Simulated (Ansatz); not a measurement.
# CsLiCr2Te2S3 (R32) in Ansatz: single point with PBE

Aim: the single point of CsLiCr2Te2S3 with PBE.

Program: Ansatz 0.2.0. These are calculated values, not measurements. Logs are shortened: lines on timing, memory, paths and dates and some standing lists are left out, and cuts for length are marked.

## Step 1: Starting point

The structure is trigonal, space group R32 (No. 155). The conventional cell has a = 6.639 Å, b = 6.639 Å, c = 20.639 Å, α = 90.00°, β = 90.00°, γ = 120.00°. Cs (site symmetry 32) has 6 Te at 3.84 Å and 6 S at 4.04 Å and 2 Cr at 4.16 Å as nearest neighbours. Li (site symmetry 32) has 3 S at 2.41 Å as nearest neighbours. Around Cr (site symmetry 3) lie 3 S at 2.24 Å and 1 Te at 2.45 Å. Around Te (site symmetry 3) lie 1 Cr at 2.45 Å. Around S (site symmetry 2) lie 2 Cr at 2.24 Å and 1 Li at 2.41 Å.

The cell was built by a generator and needn't be a form met in nature.

## Step 2: Single point, PBE, collinear spin, ferromagnetic start

Input file input.yaml:

```yaml
crystal:
  lattice:
    - [3.31929, 1.91639, 6.87982]
    - [-3.31929, 1.91639, 6.87982]
    - [0.0, -3.83279, 6.87982]
  atoms:
    - { symbol: Cs, position: [0.0, 0.0, 0.0] }
    - { symbol: Li, position: [0.5, 0.5, 0.5] }
    - { symbol: Cr, position: [0.79848, 0.79848, 0.79848], spin: 3.0 }
    - { symbol: Cr, position: [0.20152, 0.20152, 0.20152], spin: 3.0 }
    - { symbol: Te, position: [0.6799, 0.6799, 0.6799] }
    - { symbol: Te, position: [0.3201, 0.3201, 0.3201] }
    - { symbol: S, position: [0.13626, 0.86374, 0.5] }
    - { symbol: S, position: [0.5, 0.13626, 0.86374] }
    - { symbol: S, position: [0.86374, 0.5, 0.13626] }
kpoints:
  mp_grid: { grid: [2, 2, 2] }
scf:
  occupations: { method: fermi_dirac, width: 0.05 }
hamiltonian:
  xc: pbe
  pseudopotentials: { kind: all_electron, lapw: { basis_error: 0.005 } }
magnetization:
  spin_polarized: true
output:
  forces: true
  stress: true
  eigenvalues: true
```

Potentials or basis: all-electron LAPW, scalar-relativistic.

Command:

```
ansatz run input.yaml --threads 8 --pin off --max-ram 24576MiB --backend cpu --events-out ev --progress --plain --runs-dir out
```

The log of the run:

```text
Warning: RAYON_NUM_THREADS=8 ignored (pool sized by the plan → 8); use --threads N
LAPW: plane waves up to 8.479 Å⁻¹, error target 5.0e-3 eV per atom; small_component_spin mean_spin; Li in spheres of 1.255 Å, 3 of its electrons in bands, Dirac shells []; S in spheres of 1.046 Å, 14 of its electrons in bands, Dirac shells []; Cr in spheres of 1.192 Å, 14 of its electrons in bands, Dirac shells []; Te in spheres of 1.255 Å, 24 of its electrons in bands, Dirac shells []; Cs in spheres of 1.255 Å, 27 of its electrons in bands, Dirac shells [] (how accurate: hamiltonian.pseudopotentials.lapw.basis_error, Limitations)
Engine: ansatz 0.2.0, x86_64-unknown-linux-gnu
Pseudopotentials: kind: all_electron
Pseudopotential: Cs, LAPW, valence charge 27, lapw/all_electron/scalar/gaussian/Cs, Koelling and Harmon's equation, gaussian nucleus
Pseudopotential: Li, LAPW, valence charge 3, lapw/all_electron/scalar/gaussian/Li, Koelling and Harmon's equation, gaussian nucleus
Pseudopotential: Cr, LAPW, valence charge 14, lapw/all_electron/scalar/gaussian/Cr, Koelling and Harmon's equation, gaussian nucleus
Pseudopotential: Te, LAPW, valence charge 24, lapw/all_electron/scalar/gaussian/Te, Koelling and Harmon's equation, gaussian nucleus
Pseudopotential: S, LAPW, valence charge 14, lapw/all_electron/scalar/gaussian/S, Koelling and Harmon's equation, gaussian nucleus
Functional definition: PBE
  parameter kappa = 0.804
  parameter beta = 0.06672455060314922
  exchange = pbe_x(kappa = kappa, mu = beta*pi^2/3)
  correlation = pbe_c(beta = beta)
Crystal: 9 atoms, lattice volume = 262.578 Å³
Basis set: ecut = 273.9041675397478 eV, 2719 PW (Γ), FFT grids on a1−a3, a2−a3, a3, exchange–correlation at level 2
Bands: 93, of which v1, the nominal top of the filled ones, is band 74 counted from 1 (73 counted from 0)
Symmetry: 6 space group operations
Space group: R32 (ITA 155), of the structure as read, at distance tolerance 6.4e-5 Å
Magnetic group: BNS 155.45 (UNI 1275), of the structure as read, at distance tolerance 6.4e-5 Å
k-points: 4 of 8
Non-local potential: Cs, projectors of the file, none
Non-local potential: Li, projectors of the file, none
Non-local potential: Cr, projectors of the file, none
Non-local potential: Te, projectors of the file, none
Non-local potential: S, projectors of the file, none
Initial density: superposition of atomic densities (chi_scale 0.1, normalization cell, long waves kept (reshape's long-wave potential 0.10 eV rms))
Starting moments: Σ|m| = 6 μB on 2 of 9 sites
Initial wavefunctions: plane waves of lowest kinetic energy (no species holds an atomic orbital)
[... 19 lines left out ...]
SCF iter  13: F=—  HF=-671643.787930 eV  |F-HF|=—  |Δ(HF+E_count)|=   7.08e-7  Δρ=6.34e-6 (↑6.34e-6 ↓5.99e-6)  dr2=1.35e-6  dr2_m=2.98e-9  M=4.008 μB ∫|m|=6.031 μB  β_m=0.86  ethr=5.95e-9  ⟨swp⟩=3.0  Hψ=2133  notcnv=0
SCF iter  14: F=—  HF=-671643.787930 eV  |F-HF|=—  |Δ(HF+E_count)|=   1.28e-7  Δρ=3.34e-6 (↑3.34e-6 ↓3.20e-6)  dr2=3.43e-7  dr2_m=4.56e-10  M=4.008 μB ∫|m|=6.031 μB  β_m=0.93  ethr=9.09e-10  ⟨swp⟩=3.0  Hψ=2098  notcnv=0
SCF iter  15: F=—  HF=-671643.787930 eV  |F-HF|=—  |Δ(HF+E_count)|=   3.61e-9  Δρ=1.65e-6 (↑1.65e-6 ↓1.39e-6)  dr2=6.48e-8  dr2_m=3.06e-10  M=4.008 μB ∫|m|=6.031 μB  β_m=0.97  ethr=2.32e-10  ⟨swp⟩=3.0  Hψ=2161  notcnv=0
SCF iter  16: F=-671643.787930 eV  HF=-671643.787930 eV  |F-HF|=2.25e-8  |Δ(HF+E_count)|=   9.32e-8  Δρ=9.74e-7 (↑9.74e-7 ↓6.65e-7)  dr2=2.07e-8  dr2_m=1.33e-10  M=4.008 μB ∫|m|=6.031 μB  ethr=4.38e-11  ⟨swp⟩=3.0  Hψ=2123  notcnv=0
SCF 1 converged in 16 iterations: F = -671643.787930 eV  dr2 = 2.07e-8
SCF converged after 16 iterations
Magnetization: 4.0084 μB (76.0042 up, 71.9958 down)
Absolute magnetization: 6.0310 μB (∫|ρ↑−ρ↓|)
Spin contamination: 0.5568 ħ² per cell (⟨S²⟩ above its minimum at these occupations)
Per-site moments (μB) at R_I (Å): [(-0.008796001985583501, 1.2550524482919454), (0.012080566631646139, 1.2550524482919452), (2.249332133184959, 1.1923746820388352), (2.249332133184959, 1.1923746820388352), (-0.21637456281487744, 1.2550524482919452), (-0.21637456281487744, 1.2550524482919452), (-0.04952752916847025, 1.0455451162223621), (-0.04952752916847025, 1.0455451162223621), (-0.04952752916847025, 1.0455451162223621)]
Free energy (F): -671643.787930 eV
Harris-Foulkes:  -671643.787930 eV  (|F-HF|=2.25e-8)
Internal energy: -671643.760870 eV  (E = F + TS)
E sigma→0 (E₀):  -671643.774400 eV
Entropy (-TS):   -0.027061 eV (-3.007 meV/atom)
Fermi energy:    6.695646 eV
--- Per-component energies (eV) ---
  E_band       = -8838.985656
  E_kinetic    = 706557.416515
  E_xc         = -19624.543452
  E_electrostatic = -1358576.633932  (all electrons and nuclei)
  E_smearing   = -0.027061  (= −TS)
  E_closure    = 0.000000  (closes the sum)
  E_atoms      = -671598.203152  (free atoms, spherical and without spin; not in F)
  Σ components = -671643.787930   (vs F -671643.787930, Δ=0.00e0)
  Basis errors (estimates in eV, not in F): energy 1.5e-3 per atom: plane waves 1.3e-3 (7.9e-4 summed), levels above the bands 5.9e-63, relativity 9.6e-8, radial functions 2.3e-4, core shells 2.8e-7; eigenvalues (radial functions only) 1.5e-5; not estimated: angular momenta, meshes, grids; target (lapw.basis_error) 5.0e-3; muffin-tin radii Li 1.255 Å, S 1.046 Å, Cr 1.192 Å, Te 1.255 Å, Cs 1.255 Å
--- Forces (eV/Å), atoms counted from 1 ---
  atom   1  Cs     0.00000000     0.00000000     0.00000000
  atom   2  Li    -0.00000000     0.00000000    -0.00000000
  atom   3  Cr     0.00000000     0.00000003    -0.13203006
  atom   4  Cr     0.00000000    -0.00000003     0.13203006
  atom   5  Te    -0.00000000    -0.00000001     0.05169646
  atom   6  Te     0.00000000     0.00000001    -0.05169646
  atom   7  S      0.06220187     0.00000000     0.00000000
  atom   8  S     -0.03110093     0.05386840     0.00000001
  atom   9  S     -0.03110093    -0.05386840    -0.00000001
  max |Σ_I F_I| component: 2.83e-17 eV/Å
--- Stress (GPa, compression-positive) ---
        0.167809       0.000000       0.000000
        0.000000       0.167809       0.000000
        0.000000       0.000000      -0.007831
  P = ⅓ Tr σ = 0.1093 GPa (1.093 kbar)
--- Band table (eV; the first three rows and the last of 8) ---
  k-point 0 ↑: bands = ["-207.8884", "-198.6507", "-198.6507", "-198.6507", "-152.0025", "-152.0025", "-148.4268", "-148.4251", "-148.4251", "-143.4352", "-143.4352", "-143.4352", "-143.4132", "-143.4132", "-143.4132", "-143.4082", "-143.4082", "-143.4082", "-102.0472", "-102.0472", "-102.0471", "-102.0471", "-102.0273", "-102.0273", "-66.2033", "-66.2031", "-61.9502", "-61.9502", "-61.9499", "-61.9476", "-61.9476", "-39.3170", "-37.5982", "-37.5982", "-37.5955", "-37.5955", "-37.4821", "-37.4816", "-29.3718", "-29.3700", "-29.3668", "-29.3668", "-29.3648", "-29.3648", "-29.3542", "-29.3542", "-29.3538", "-29.3538", "-14.4952", "-6.2460", "-5.5909", "-5.5909", "-3.7044", "-3.0486", "-1.4193", "-1.4193", "-1.4056", "1.8228", "2.5646", "2.5646", "2.8310", "2.8310", "3.4887", "3.6727", "3.8425", "3.8425", "4.1516", "4.3032", "4.3032", "4.4852", "5.2255", "5.2255", "6.2224", "6.2224", "6.5432", "6.5432", "6.7856", "7.0355", "7.0355", "8.4325", "8.5126", "8.5126", "10.1686", "11.6903", "11.6903", "11.8542", "11.9424", "12.4711", "12.8190", "12.8190", "13.6934", "13.6934", "13.8401"]
  k-point 1 ↑: bands = ["-207.8884", "-198.6507", "-198.6507", "-198.6507", "-152.0025", "-152.0025", "-148.4268", "-148.4251", "-148.4251", "-143.4352", "-143.4352", "-143.4352", "-143.4132", "-143.4132", "-143.4132", "-143.4082", "-143.4082", "-143.4082", "-102.0472", "-102.0471", "-102.0471", "-102.0471", "-102.0273", "-102.0273", "-66.2032", "-66.2032", "-61.9502", "-61.9502", "-61.9499", "-61.9476", "-61.9476", "-39.3170", "-37.5983", "-37.5974", "-37.5963", "-37.5954", "-37.4819", "-37.4817", "-29.3714", "-29.3709", "-29.3675", "-29.3665", "-29.3646", "-29.3642", "-29.3543", "-29.3541", "-29.3539", "-29.3537", "-14.4940", "-6.0027", "-5.8354", "-5.6269", "-3.6411", "-3.2822", "-1.4471", "-1.3818", "-1.1946", "1.8666", "2.2375", "2.6580", "2.6851", "3.2903", "3.4118", "3.4489", "3.6721", "3.9802", "4.1680", "4.2281", "4.9126", "5.1426", "5.1790", "5.3420", "5.6191", "6.2067", "6.4373", "6.5212", "7.1310", "7.5002", "7.5044", "7.5794", "7.7674", "8.0010", "11.0388", "11.0873", "11.6431", "11.8433", "12.0137", "12.5542", "12.7056", "13.0040", "13.0710", "13.3516", "13.5698"]
  k-point 2 ↑: bands = ["-207.8884", "-198.6507", "-198.6507", "-198.6507", "-152.0025", "-152.0025", "-148.4268", "-148.4251", "-148.4251", "-143.4352", "-143.4352", "-143.4352", "-143.4132", "-143.4132", "-143.4132", "-143.4082", "-143.4082", "-143.4082", "-102.0472", "-102.0471", "-102.0471", "-102.0471", "-102.0273", "-102.0273", "-66.2032", "-66.2032", "-61.9501", "-61.9501", "-61.9499", "-61.9476", "-61.9476", "-39.3170", "-37.5983", "-37.5974", "-37.5963", "-37.5954", "-37.4819", "-37.4817", "-29.3714", "-29.3709", "-29.3675", "-29.3665", "-29.3646", "-29.3642", "-29.3542", "-29.3541", "-29.3538", "-29.3537", "-14.4939", "-6.0117", "-5.8223", "-5.6295", "-3.6386", "-3.3100", "-1.4330", "-1.3610", "-1.1940", "1.8820", "2.2829", "2.6630", "2.6667", "3.3265", "3.4195", "3.4674", "3.5986", "3.9754", "4.2409", "4.3522", "4.4698", "4.8708", "5.4884", "5.7515", "5.8578", "6.0450", "6.3516", "6.6663", "6.8312", "7.1389", "7.1563", "7.6093", "7.9125", "8.0145", "11.3627", "11.6061", "11.6600", "11.7906", "12.1142", "12.2310", "12.7601", "13.2667", "13.5245", "13.6603", "13.7518"]
  k-point 3 ↓: bands = ["-207.8898", "-198.6650", "-198.6650", "-198.6650", "-152.0278", "-152.0278", "-148.4274", "-148.4269", "-148.4269", "-143.4684", "-143.4684", "-143.4684", "-143.4323", "-143.4323", "-143.4323", "-143.4187", "-143.4187", "-143.4187", "-102.0748", "-102.0748", "-102.0748", "-102.0748", "-102.0505", "-102.0505", "-63.8208", "-63.8206", "-61.9517", "-61.9517", "-61.9510", "-61.9502", "-61.9502", "-39.3079", "-35.3579", "-35.3572", "-35.1502", "-35.1502", "-35.1467", "-35.1467", "-29.4158", "-29.4158", "-29.4137", "-29.4137", "-29.4127", "-29.4108", "-29.3996", "-29.3996", "-29.3991", "-29.3991", "-14.5026", "-6.2331", "-5.6123", "-5.6123", "-4.0105", "-3.2482", "-1.4239", "-1.4239", "-1.3367", "2.2365", "2.8518", "2.8518", "3.4261", "3.4261", "3.5505", "3.8647", "3.8647", "3.9761", "4.3035", "4.7907", "5.0636", "5.0636", "5.9571", "5.9571", "7.4049", "7.4049", "7.5824", "7.9208", "7.9208", "8.7828", "8.7828", "8.8286", "9.6354", "9.6354", "11.5275", "11.5769", "11.5769", "11.9844", "12.7957", "13.0222", "13.0222", "13.0948", "13.5411", "13.8622", "13.8622"]
```

Run time: 21 s. Hardware: 8 threads of Intel Xeon Platinum 8259CL at 2.50GHz (Skylake/Cascade Lake), shared host; peak memory 1.5 GiB.

Results:

- Free energy: -671643.7879 eV
- Pressure: 0.1 GPa
- Largest force: 0.132 eV/Å
- Band gap on the k mesh: none (metal or under the smearing width)
- Net moment: 4.01 μB per cell
- Absolute moment: 6.03 μB per cell
- Site moments: Cs -0.01; Li +0.01; Cr +2.25; Te -0.22; S -0.05 μB

Forces on the atoms (eV/Å):
```
Cs   0.000  0.000  0.000
Li   0.000  0.000  0.000
Cr   0.000  0.000 -0.132
Cr   0.000  0.000  0.132
Te   0.000  0.000  0.052
Te   0.000  0.000 -0.052
S    0.062  0.000  0.000
S   -0.031  0.054  0.000
S   -0.031 -0.054  0.000
```

Stress tensor (GPa, compression positive):
```
 0.17  0.00  0.00
 0.00  0.17  0.00
 0.00  0.00 -0.01
```

Caveat: the k mesh is coarse (spacing up to 0.57 Å⁻¹), so the values aren't converged; the k mesh is thin for a metal, which can move the energy by tens of meV per atom; only a ferromagnetic start was run, and an antiferromagnetic order may lie lower in energy. Spin-orbit coupling is left out, which matters for the levels of Cs, Te.
